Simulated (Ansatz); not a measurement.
# LaMg6Ti under changes of volume

One of the cells (24.510 Å³/atom); the others are scaled copies at fixed shape and fractional positions:

```xyz
8
Lattice="5.1690 0.0000 0.0000 0.0000 3.3144 5.7225 0.0000 -3.3144 5.7225" Properties=species:S:1:pos:R:3 pbc="T T T"
La    2.5845    0.0000    7.6671
Ti    0.0000    0.0000    9.5853
Mg    2.5845    0.0000    1.8764
Mg    2.5845    1.7333    4.7671
Mg    2.5845   -1.7333    4.7671
Mg    0.0000    0.0000    3.8280
Mg    0.0000    1.7118    6.6444
Mg    0.0000   -1.7118    6.6444
```

The cell comes from a database or a generator and needn't be the stable form of this composition.

| Property | Result |
| --- | --- |
| Program | Ansatz 0.2.0 |
| Functional | PBE |
| Potentials or basis | Ansatz PAW |
| Cutoff | 420 eV (not typed: the program's choice for these potentials) |
| k mesh | 5 × 5 × 5 |
| Occupations | fermi-dirac, width 0.05 eV |
| Spin | no spin polarisation |

```csv
volume (Å³/atom),energy over the lowest point (meV/atom),pressure (GPa),largest force (eV/Å)
23.039,7.50,2.2,0.222
23.529,2.37,1.2,0.222
24.020,0.00,0.4,0.223
24.510,0.14,-0.4,0.224
25.000,2.55,-1.1,0.226
25.490,?,?,?
25.980,13.41,-2.3,0.231
```

Task: What does the run at 25.490 Å³/atom give?

Result: Energy over the lowest point 7.04 meV/atom; pressure -1.8 GPa; largest force 0.228 eV/Å.

Worked out: A Birch-Murnaghan fit of order 3 (a polynomial in V^(-2/3)) to the other rows has its minimum at 24.23 Å³/atom with B0 = V·E''(V) = 39 GPa and B' = 3.7 at fixed shape and positions, which overstates the stiffness. It gives 7.04 meV/atom at 25.490 Å³/atom, against the run's 7.04, and -dE/dV = -1.8 GPa, against -1.8.

Energies are extrapolated to zero smearing.
